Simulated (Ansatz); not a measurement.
# C₂H₇BrGaN: one species, many methods

How much do the methods differ for C₂H₇BrGaN? The plan is to run it at one geometry with functionals of several rungs and with coupled cluster, and see how far each lands from CCSD(T) at the basis-set limit for the atomisation energy.

The runs use Ansatz 0.2.0, Gaussian basis; functionals in def2-TZVPP, the program's frozen cores in correlated methods.

Plan: LDA (SPW92), PBE-D4, revPBE-D4, BLYP-D4, r2SCAN-D4, B97M-V, PBE0-D4, B3LYP-D4, r2SCANh-D4, r2SCAN0-D4, HSE06-D4, BHLYP-D4, CAM-B3LYP-D4, LC-ωPBE, ωB97X-V, ωB97M-V, B2PLYP, PBE-QIDH; CCSD(T)/def2-SVP; CCSD(T)/def2-TZVPP; MP2/def2-QZVPP; extrapolation to the limit; RPA on PBE.

## 1. The geometry

The geometry comes from an earlier relaxation with PBE0-D4 in a triple-zeta def2 set; it is a stationary point, not always the lowest conformer.

12 atoms, charge 0, spin multiplicity 1.

Atoms are counted from 1 here; the program's logs count them from 0.

Bond lengths: C1–N2 1.440 Å, C1–H6 1.099 Å, C1–H7 1.099 Å, C1–H8 1.091 Å, N2–C3 1.441 Å, N2–Ga4 1.808 Å, C3–H9 1.099 Å, C3–H10 1.093 Å, C3–H11 1.099 Å, Ga4–Br5 2.295 Å, Ga4–H12 1.549 Å. Angles: N2–C1–H6 111.2°, N2–C1–H7 111.2°, N2–C1–H8 110.8°, H6–C1–H7 107.3°, H6–C1–H8 108.1°, H7–C1–H8 108.1°, C1–N2–C3 113.5°, C1–N2–Ga4 124.9°, C3–N2–Ga4 121.6°, N2–C3–H9 111.4°, N2–C3–H10 111.0°, N2–C3–H11 111.4°, H9–C3–H10 107.7°, H9–C3–H11 107.3°, H10–C3–H11 107.7°, N2–Ga4–Br5 115.3°, N2–Ga4–H12 123.7°, Br5–Ga4–H12 121.0°.

## 2. LDA

This LDA is Slater exchange with PW92 correlation.

The input, in.yaml:

```yaml
crystal:
  periodic: [false, false, false]
  atoms:
    - {symbol: C, position_ang: [-1.094185, -0.736741, 0.422016]}
    - {symbol: N, position_ang: [0.044257, 0.028585, -0.016362]}
    - {symbol: C, position_ang: [1.293534, -0.431697, 0.536149]}
    - {symbol: Ga, position_ang: [-0.030237, 1.437591, -1.146891]}
    - {symbol: Br, position_ang: [-2.128843, 1.986459, -1.895577]}
    - {symbol: H, position_ang: [-1.202284, -0.699053, 1.515020]}
    - {symbol: H, position_ang: [-0.995929, -1.794080, 0.138881]}
    - {symbol: H, position_ang: [-2.013169, -0.351802, -0.022064]}
    - {symbol: H, position_ang: [1.290016, -0.381120, 1.634081]}
    - {symbol: H, position_ang: [2.128019, 0.175867, 0.177545]}
    - {symbol: H, position_ang: [1.495388, -1.475577, 0.257676]}
    - {symbol: H, position_ang: [1.213423, 2.241559, -1.600475]}
basis:
  gaussian: {orbitals: def2-TZVPP}
hamiltonian: {xc: lda}
output: {orbitals: {seedname: orbitals}}
```

Further steps of the session: PBE-D4 (GGA); revPBE-D4 (GGA); BLYP-D4 (GGA); r2SCAN-D4 (meta-GGA); B97M-V (meta-GGA); PBE0-D4 (hybrid); B3LYP-D4 (hybrid); r2SCANh-D4 (hybrid); r2SCAN0-D4 (hybrid); HSE06-D4 (hybrid); BHLYP-D4 (hybrid); CAM-B3LYP-D4 (range-separated); LC-ωPBE (range-separated); ωB97X-V (range-separated); ωB97M-V (range-separated); B2PLYP (double hybrid); PBE-QIDH (double hybrid); CCSD(T) in def2-SVP; CCSD(T) in def2-TZVPP; MP2 in def2-QZVPP; RPA on PBE orbitals.

Q: Predict the results of all the runs planned. Wanted: atomisation energy, CCSD(T)/CBS; farthest beyond LDA; mean size of error, GGA; mean size of error, meta-GGA; mean size of error, hybrid; mean size of error, range-separated; mean size of error, double hybrid; gap, smallest and largest; T1 diagnostic.

**Answer**, as computed:

| quantity | value |
| --- | --- |
| atomisation energy, CCSD(T)/CBS | 42.743 eV |
| functionals within 0.427 eV (1.0 %) | BLYP-D4, r2SCAN-D4, B97M-V, PBE0-D4, B3LYP-D4, r2SCANh-D4, HSE06-D4, CAM-B3LYP-D4, LC-ωPBE, ωB97X-V, ωB97M-V, PBE-QIDH |
| farthest beyond LDA | BHLYP-D4 (-1.232 eV) |
| mean size of error, GGA | 0.484 eV |
| mean size of error, meta-GGA | 0.089 eV |
| mean size of error, hybrid | 0.389 eV |
| mean size of error, range-separated | 0.116 eV |
| mean size of error, double hybrid | 0.434 eV |
| gap, smallest and largest | 3.72 eV (LDA (SPW92)), 10.45 eV (LC-ωPBE) |
| T1 diagnostic | 0.0122 |
| triples share of the correlation energy | 3.8 % |

In words: LDA overbinds by 5.970 eV (14 %). PBE-D4 misses by +0.561 eV. Double hybrids carry the basis error of their MP2 part in triple zeta, and no dispersion term here, so their miss is partly the set-up's. The rungs meta-GGA, range-separated, hybrid miss on average by less than the doubt on the reference (0.427 eV), so they tie. Misses under about 0.427 eV are within the doubt on the reference itself, which lacks core-valence correlation, relativity and higher excitations, and its outer-core shells are covered unevenly. All levels share the lack of spin-orbit coupling, which lowers the free heavy atoms and so the true binding. Hartree-Fock recovers 72 % of the binding; the rest is correlation. CCSD(T) in def2-SVP is off by -2.158 eV, which most functionals beat. Orbital gaps span 3.7 to 10.4 eV; exact exchange widens them. Correlated methods include outer-core shells of Br, Ga, which these sets cover unevenly.
